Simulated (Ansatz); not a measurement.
# YbRe: the cost of one run

Method: DFT r²SCAN, scalar-relativistic, plane waves, PAW, in Ansatz 0.2.0.

1 further run of the same task is left out (set aside as unsound or not needed). Runs told in other sessions of the task aren't counted.

## (1) The structure to begin with

It takes space group Pm-3m (No. 221, cubic). Conventional cell: a = 3.350 Å, b = 3.350 Å, c = 3.350 Å, α = 90.00°, β = 90.00°, γ = 90.00°. Around Yb (site symmetry m-3m) lie 8 Re at 2.90 Å. Re (site symmetry m-3m) is surrounded by 8 Yb at 2.90 Å.

As a file:

```
Yb Re
1.0
     3.34987    0.00000    0.00000
     0.00000    3.34987    0.00000
     0.00000    0.00000    3.34987
Yb Re
1 1
Direct
  0.00000 0.00000 0.00000
  0.50000 0.50000 0.50000
```

An earlier run at r²SCAN left this cell at 18.796 Å³/atom and 0.00 GPa (10×10×10 mesh).

The changes: atom 1 (Yb) moved 0.08 Å along z; strain e2 = +0.01, atoms carried along; all atoms moved at random (σ = 0.1 Å), cell strained at random (1 %).

## (2) Atom 1 (Yb) moved 0.08 Å along z

input.yaml

```yaml
crystal:
  lattice:
    - [3.3498716754, 0.0, 0.0]
    - [0.0, 3.3498716754, 0.0]
    - [0.0, 0.0, 3.3498716754]
  atoms:
    - { symbol: Yb, position: [0.0, 0.0, 0.0238815118] }
    - { symbol: Re, position: [0.5, 0.5, 0.5] }
basis:
  ecutwfc: 500
  ecutrho_ratio: 4
kpoints:
  mp_grid: { grid: [10, 10, 10] }
hamiltonian:
  xc: r2scan
scf:
  occupations: { method: gaussian, width: 0.05 }
output:
  forces: true
  stress: true
  eigenvalues: true
  write_density: true
  write_potential: true
  elf: true
  volumetric_format: npy
```

The run is started by

```sh
$ ansatz run input.yaml --threads 2 --pin off --max-ram 2662MiB --backend cpu --events-out ev --progress --plain --runs-dir out
```

What time and memory should one allow on 2 threads of Arm Neoverse V2, shared host?

About 23 s, with a peak of 0.5 GiB.
